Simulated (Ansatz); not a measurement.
# ZnSe (Stilleite): the cost of one run

All numbers are computed with Ansatz 0.2.0, driven from Python. Level of theory: DFT PBE, plane waves, PAW.

## Step 1: Starting point

The structure is cubic, space group F-43m (No. 216). The conventional cell has a = 5.668 Å, b = 5.668 Å, c = 5.668 Å, α = 90.00°, β = 90.00°, γ = 90.00°. Zn (site symmetry -43m) is surrounded by 4 Se at 2.45 Å. Around Se (site symmetry -43m) lie 4 Zn at 2.45 Å.

The script holds or builds the structure itself.

## Step 2: The code

Contents of analyse.py:

```python
from collections import Counter
from dataclasses import dataclass
import itertools
import json

import ansatz as az
from ase.data import atomic_numbers
import matplotlib.pyplot as plt
import numpy as np
from pymatgen.analysis.ewald import EwaldSummation
from pymatgen.core import Structure
import spglib


@dataclass
class RunConfig:
    xc: str = "PBE"
    width_ev: float = 0.05
    tolerance: float = 1e-07


cfg = RunConfig()

crystal = (
    az.Lattice.fcc(5.6676)
    .space_group(216)
    .atom("Zn", (0.0, 0.0, 0.0))
    .atom("Se", (0.25, 0.25, 0.75))
    .primitive()
)

base = crystal.calculation()
base = base.functional(cfg.xc)
base = base.kpoints(6)
base = base.occupations(az.OccupationsMethod.COLD, width=cfg.width_ev).scf(tolerance=cfg.tolerance)
base = base.density_of_states(energy_step=0.1, method="smearing", broadening_width=0.15, projected=True)
base = base.bader_charges().density()
done = base.run(events_out="events.ndjson")
data = done.report
with open("events.ndjson") as stream:
    kinds = Counter(json.loads(line)["event"] for line in stream)
print("events:", {kind: kinds[kind] for kind in ("scf_iter", "scf_done", "notice", "finished")})

print("%-22s %14.5f eV" % ("F = E - TS", data["free_energy_ev"]))
print("%-22s %14.5f eV" % ("E", data["internal_energy_ev"]))
print("%-22s %14.5f eV" % ("Harris-Foulkes", data["harris_foulkes_ev"]))
print("%-22s %14.5f eV" % ("Fermi level", data["fermi_energy_ev"]))

dos = done.density_of_states()
energy = np.asarray(dos.energies_ev) - dos.fermi_ev
projected = done.projected_density_of_states()
fig, ax = plt.subplots(figsize=(5, 3.4))
for name in sorted({site.species for site in projected.sites}):
    curve = sum(np.sum(part.g_bin_mean_per_ev, axis=0) for site in projected.sites if site.species == name for shell in site.shells for part in shell.curves)
    ax.plot(energy, curve, label=name)
    window = (energy > -4) & (energy <= 0)
    print(f"{name}: {curve[window].sum() * (energy[1] - energy[0]):.3f} projected states in the 4 eV under E_F")
ax.set(xlim=(-8, 6), xlabel="E - E_F (eV)", ylabel="states/eV")
ax.legend()
fig.savefig("pdos.png", dpi=100)

final = Structure(done.lattice.cell_ang, [s.symbol for s in done.lattice.sites], [s.position_frac for s in done.lattice.sites])
charges = [a.partial_charge_e for a in done.bader_charges().atoms]
shift = sum(charges) / len(charges)
ionic = final.copy()
ionic.add_oxidation_state_by_site([q - shift for q in charges])
print("Bader charges", [round(q, 3) for q in charges])
print(f"point-charge energy {EwaldSummation(ionic).total_energy / len(ionic):.3f} eV/atom")

rho = done.density()
total = sum(channel.density_e_per_ang3 for channel in rho.channels[:2])
grid_cell = np.asarray(rho.fft_grid_basis) @ done.lattice.cell_ang
mesh = np.stack(np.meshgrid(*[np.arange(n) / n for n in rho.dims], indexing="ij"), axis=-1)
for site in done.lattice.sites:
    offset = mesh - site.position_ang @ np.linalg.inv(grid_cell)
    offset -= offset.round()
    distance = np.min([np.linalg.norm((offset + shift) @ grid_cell, axis=-1) for shift in itertools.product((-1, 0, 1), repeat=3)], axis=0)
    inside = [total[distance < radius].sum() * rho.cell_volume_ang3 / total.size for radius in (0.8, 1.0, 1.2)]
    print(site.symbol, "electrons within 0.8, 1.0, 1.2 A:", np.round(inside, 2))

spg_cell = (done.lattice.cell_ang, [s.position_frac for s in done.lattice.sites], [atomic_numbers[s.symbol] for s in done.lattice.sites])
for tolerance in (1e-5, 1e-3, 1e-1):
    print(f"symprec {tolerance:g} A: {spglib.get_spacegroup(spg_cell, symprec=tolerance)}")
print("operations used by the run:", data["n_symmetry_ops"])

shortest = {}
for site, neighbours in zip(final, final.get_all_neighbors(5.0)):
    for other in neighbours:
        pair = "-".join(sorted((site.specie.symbol, other.specie.symbol)))
        shortest[pair] = min(shortest.get(pair, 9e9), other.nn_distance)
for pair, distance in sorted(shortest.items(), key=lambda item: item[1]):
    print(f"shortest {pair:6s} {distance:.4f} A")
```

## Step 3: The calls as engine input

The engine receives this input:

```yaml
crystal:
  lattice:
    bravais: fcc
    a: 5.6676
  space_group: 216
  atoms:
    - { symbol: Zn, position: [0.0, 0.0, 0.0] }
    - { symbol: Se, position: [0.25, 0.25, 0.75] }
  reduce_to_primitive: true
kpoints:
  mp_grid:
    grid: [6, 6, 6]
hamiltonian:
  xc: pbe
scf:
  convergence:
    dr2_threshold: 1.0e-07
  occupations:
    method: cold
    width: 0.05
output:
  write_density: true
  bader: true
  dos:
    de: 0.1
    method:
      smearing:
        sigma: 0.15
    projected: true
```

## Step 4: Running it

Command:

```
$ python analyse.py
```

**Question.** How long does this script take on 1 thread of Intel Xeon Platinum 8259CL at 2.50GHz (Skylake/Cascade Lake), shared host, and how much memory does it need?

About 30 s, with a peak of 0.46 GiB.
